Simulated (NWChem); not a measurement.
**BSiH4O2F (SMILES O[SiH2]B(O)F) at 3 levels**

We compute a comparison of 3 runs (HF/STO-3G, M06-2X/def2-SVP, PBE0/def2-SVP) of BSiH4O2F. 

The results are computed with NWChem 7.3.0.

59 further runs of the same task are left out: 59 set aside as unsound or not needed. Runs told in other sessions of the task aren't counted.

## Step 1: The molecule

BSiH4O2F: 9 atoms, total charge 0, spin state singlet. SMILES: `O[SiH2]B(O)F`. The Si2–B3 distance was set to 3.053 Å, away from the relaxed value. At this shape a bond of the SMILES string is far longer than usual.

Bond lengths: O1–Si2 1.653 Å, B3–O4 1.347 Å, B3–F5 1.342 Å, O1–H6 0.958 Å, Si2–H7 1.484 Å, Si2–H8 1.493 Å, O4–H9 0.965 Å. Angles: O4–B3–F5 118.7°, O1–Si2–H7 106.4°, O1–Si2–H8 111.4°, Si2–O1–H6 117.1°, B3–O4–H9 113.7°, H7–Si2–H8 107.8°. A long bond or contact: Si2–B3 3.053 Å.

## Step 2: The energy at HF/STO-3G (run 1)

run.py

```python
from ase import Atoms
from ase.calculators.nwchem import NWChem

atoms = Atoms(['O', 'Si', 'B', 'O', 'F', 'H', 'H', 'H', 'H'], positions=[
    [1.922059, 0.333196, 2.288557],
    [1.607159, -0.756704, 1.085757],
    [-0.701500, 0.194000, -0.670900],
    [-0.968000, -0.381600, -1.859000],
    [-1.488500, 1.196900, -0.250400],
    [1.170559, 0.781196, 2.678457],
    [2.862859, -0.896704, 0.307457],
    [1.262859, -2.098504, 1.641857],
    [-1.731300, -0.002600, -2.311100],
])

calc = NWChem(
    label='nw',
    theory='scf',
    memory='2200 mb',
    basis='STO-3G',
    basispar='spherical bse',
    scf={'nopen': '0', 'rhf': None, 'thresh': '1e-08', 'maxiter': '80'},
    task='energy',
)
atoms.calc = calc

print(f"energy = {atoms.get_potential_energy():.6f} eV")
print("dipole (e A):", atoms.get_dipole_moment().round(4))
```

On the command line:

```sh
export ASE_NWCHEM_COMMAND="nwchem PREFIX.nwi > PREFIX.nwo"
python run.py
```

The log of the run:

```text
energy = -15182.829155 eV
dipole (e A): [-0.4205  0.0742 -0.1392]
```

The calculator wrote nw.nwi:

```
title "nw"

permanent_dir nw

scratch_dir nw

start nw

geometry units angstrom nocenter noautosym noautoz
  O  1.9220590000000000e+00 3.3319599999999999e-01 2.2885570000000000e+00
  Si 1.6071590000000000e+00 -7.5670400000000004e-01 1.0857570000000001e+00
  B  -7.0150000000000001e-01 1.9400000000000001e-01 -6.7090000000000005e-01
  O  -9.6799999999999997e-01 -3.8159999999999999e-01 -1.8590000000000000e+00
  F  -1.4884999999999999e+00 1.1969000000000001e+00 -2.5040000000000001e-01
  H  1.1705589999999999e+00 7.8119600000000000e-01 2.6784569999999999e+00
  H  2.8628589999999998e+00 -8.9670399999999995e-01 3.0745699999999998e-01
  H  1.2628590000000000e+00 -2.0985040000000001e+00 1.6418569999999999e+00
  H  -1.7313000000000001e+00 -2.5999999999999999e-03 -2.3111000000000002e+00
end

memory 2200 mb

basis spherical bse noprint
   * library STO-3G
end

scf
  nopen 0
  rhf
  thresh 1e-08
  maxiter 80
end

task scf energy
```

nw.nwo:

```text
Northwest Computational Chemistry Package (NWChem) 7.3.0
             --------------------------------------------------------

           Job information
           ---------------

    nwchem branch   = 7.3.0
    use scalapack   = T
    input           = nw.nwi
    prefix          = nw.
    data base       = nw/nw.db
    status          = startup
    nproc           =        1

           Memory information
           ------------------

[... 5 lines left out ...]
    hardfail = no
[... 133 lines left out ...]
         Quadratically convergent ROHF
[... 15 lines left out ...]
       Final RHF  results
[... 4 lines left out ...]
      Two-electron energy =    409.752939946138
[... 42 lines left out ...]
                       ROHF Final Molecular Orbital Analysis
[... 207 lines left out ...]
       Multipole analysis of the density wrt the origin
       ------------------------------------------------

     L   x y z        total         open         nuclear
     -   - - -        -----         ----         -------
     0   0 0 0     -0.000000      0.000000     48.000000

     1   1 0 0     -0.794700      0.000000     31.735444
[... 8 lines of this table left out ...]
     2   0 0 2    -23.416275      0.000000    372.003210

 Task  times  cpu:        1.2s     wall:        1.2s
 Total times  cpu:        1.2s     wall:        1.2s
```

Run time: 2.3 s. Hardware: 1 thread of Intel Xeon 6975P-C (Granite Rapids), shared host; peak memory 0.094 GiB.

## Step 3: A single-point energy at M06-2X/def2-SVP (run 2)

run.py

```python
from ase import Atoms
from ase.calculators.nwchem import NWChem

mol = Atoms(['O', 'Si', 'B', 'O', 'F', 'H', 'H', 'H', 'H'], positions=[
    [1.922059, 0.333196, 2.288557],
    [1.607159, -0.756704, 1.085757],
    [-0.701500, 0.194000, -0.670900],
    [-0.968000, -0.381600, -1.859000],
    [-1.488500, 1.196900, -0.250400],
    [1.170559, 0.781196, 2.678457],
    [2.862859, -0.896704, 0.307457],
    [1.262859, -2.098504, 1.641857],
    [-1.731300, -0.002600, -2.311100],
])

calc = NWChem(
    label='bfh4o2si',
    theory='dft',
    memory='2200 mb',
    basis='def2-SVP',
    basispar='spherical bse',
    dft={'xc': 'm06-2x', 'mult': '1', 'grid': 'fine', 'convergence': 'energy 1e-08', 'iterations': '100', 'mulliken': None},
    task='energy',
)
mol.calc = calc

print(f"energy = {mol.get_potential_energy():.6f} eV")
print("dipole (e A):", mol.get_dipole_moment().round(4))
```

On the command line:

```sh
export ASE_NWCHEM_COMMAND="nwchem PREFIX.nwi > PREFIX.nwo"
python run.py
```

The log of the run:

```text
energy = -15419.785122 eV
dipole (e A): [-0.3954  0.0689 -0.1178]
```

The calculator wrote bfh4o2si.nwi:

```
title "bfh4o2si"

permanent_dir bfh4o2si

scratch_dir bfh4o2si

start bfh4o2si

geometry units angstrom nocenter noautosym noautoz
  O  1.9220590000000000e+00 3.3319599999999999e-01 2.2885570000000000e+00
  Si 1.6071590000000000e+00 -7.5670400000000004e-01 1.0857570000000001e+00
  B  -7.0150000000000001e-01 1.9400000000000001e-01 -6.7090000000000005e-01
  O  -9.6799999999999997e-01 -3.8159999999999999e-01 -1.8590000000000000e+00
  F  -1.4884999999999999e+00 1.1969000000000001e+00 -2.5040000000000001e-01
  H  1.1705589999999999e+00 7.8119600000000000e-01 2.6784569999999999e+00
  H  2.8628589999999998e+00 -8.9670399999999995e-01 3.0745699999999998e-01
  H  1.2628590000000000e+00 -2.0985040000000001e+00 1.6418569999999999e+00
  H  -1.7313000000000001e+00 -2.5999999999999999e-03 -2.3111000000000002e+00
end

memory 2200 mb

basis spherical bse noprint
   * library def2-SVP
end

dft
  xc m06-2x
  mult 1
  grid fine
  convergence energy 1e-08
  iterations 100
  mulliken
end

task dft energy
```

bfh4o2si.nwo:

```text
Northwest Computational Chemistry Package (NWChem) 7.3.0
             --------------------------------------------------------

           Job information
           ---------------

    nwchem branch   = 7.3.0
    use scalapack   = T
    input           = bfh4o2si.nwi
    prefix          = bfh4o2si.
    data base       = bfh4o2si/bfh4o2si.db
    status          = startup
    nproc           =        1

           Memory information
           ------------------

[... 5 lines left out ...]
    hardfail = no
[... 122 lines left out ...]
          Convergence on energy requested:  1.00D-08
[... 26 lines left out ...]
          Convergence Information
[... 30 lines left out ...]
 1-e energy   =   -1158.659239
[... 42 lines left out ...]
      One electron energy =    -1161.982545374565
[... 8 lines left out ...]
                       DFT Final Molecular Orbital Analysis
[... 693 lines left out ...]
     Multipole analysis of the density
     ---------------------------------

     L   x y z        total         alpha         beta         nuclear
     -   - - -        -----         -----         ----         -------
     0   0 0 0     -0.000000    -24.000000    -24.000000     48.000000

     1   1 0 0     -0.747164    -16.241304    -16.241304     31.735444
[... 8 lines of this table left out ...]
     2   0 0 2    -23.961308   -197.982259   -197.982259    372.003210

 Task  times  cpu:       13.6s     wall:       13.6s
 Total times  cpu:       13.6s     wall:       13.6s
```

Wall time 15 s (1 thread of Intel Xeon 6975P-C (Granite Rapids), shared host); peak memory 0.11 GiB.

## Step 4: The energy at PBE0/def2-SVP (run 3)

mymol.nw

```
start mymol
memory 2200 mb
charge 0

geometry noautosym nocenter noautoz
  O     1.922059    0.333196    2.288557
  Si    1.607159   -0.756704    1.085757
  B    -0.701500    0.194000   -0.670900
  O    -0.968000   -0.381600   -1.859000
  F    -1.488500    1.196900   -0.250400
  H     1.170559    0.781196    2.678457
  H     2.862859   -0.896704    0.307457
  H     1.262859   -2.098504    1.641857
  H    -1.731300   -0.002600   -2.311100
end

basis spherical bse
  * library def2-SVP
end

dft
  xc pbe0
  grid fine
  convergence energy 1e-08
  iterations 100
  mulliken
  noprint "final vectors analysis"
end

task dft
```

On the command line:

```sh
nwchem mymol.nw > mymol.out
```

The log of the run:

```text
[...]
          Wavefunction type:  closed shell.
          No. of atoms     :     9
          No. of electrons :    48
[...]
          Charge           :     0
          Spin multiplicity:     1
[...]
          AO basis - number of functions:    94
[...]
              XC Information
              --------------
                         PBE0 Method XC Functional
                     Hartree-Fock (Exact) Exchange  0.250
          PerdewBurkeErnzerhof Exchange Functional  0.750
            Perdew 1991 LDA Correlation Functional  1.000 local
           PerdewBurkeErnz. Correlation Functional  1.000 non-local
[...]
 d= 0,ls=0.0,diis     1   -566.2487762657 -7.57D+02  1.48D-02  1.05D+00     1.2
[...]
 d= 0,ls=0.0,diis    10   -566.3749384539 -1.66D-09  2.66D-07  1.08D-09    10.1
         Total DFT energy =     -566.374938453854
      One electron energy =    -1162.024011602843
           Coulomb energy =      458.660157958893
    Exchange-Corr. energy =      -53.648533655093
 Nuclear repulsion energy =      190.637448845189
[...]
      Total Density - Mulliken Population Analysis
     ---------------------------------------------
    Atom       Charge   Shell Charges
 -----------   ------   -------------------------------------------------------
    1 O    8     8.40   1.99  1.07  0.65  2.88  1.80  0.01
    2 Si  14    13.60   2.00  1.98  1.04  0.28  5.93  1.16  0.97  0.25
    3 B    5     5.00   1.99  0.77  0.30  1.36  0.39  0.19
    4 O    8     8.11   1.99  1.08  0.55  2.89  1.60  0.01
    5 F    9     9.13   1.99  1.14  0.73  3.35  1.92  0.01
    6 H    1     0.79   0.67  0.05  0.07
    7 H    1     1.07   0.73  0.33  0.01
    8 H    1     1.08   0.73  0.35  0.01
    9 H    1     0.81   0.68  0.06  0.07
[...]
```

Wall time 11 s (1 thread of Intel Xeon 6975P-C (Granite Rapids), shared host); peak memory 0.12 GiB.

## Step 5: All runs side by side

```tsv
run	level	iteration cap	module	energy (Eh)	dipole moment (D)	HOMO energy (eV)	LUMO energy (eV)	wall time
1	HF/STO-3G	80	scf	-557.958685	2.16	-4.97	5.04	2.3 s
2	M06-2X/def2-SVP	100	dft	-566.666656	2.01	-7.37	-0.43	15 s
3	PBE0/def2-SVP	100	dft	-566.374938	2.05	–	–	11 s
```

## Step 6: Results

```
            quantity          value
 run 3: total energy  -566.37494 Eh
run 3: dipole moment         2.05 D
```

In words: The dipole moment (its size) runs from 2.01 D (M06-2X/def2-SVP) to 2.16 D (HF/STO-3G). The two ends differ in method and basis. Totals of different functionals can't be ranked against each other. In run 1 the basis is minimal, so the values are rough. In all runs a closed-shell determinant meets a far-stretched bond; if it breaks into open shells, such a determinant describes it badly, and no broken-symmetry solution was shown. All runs together took 28 s, the longest 15 s.
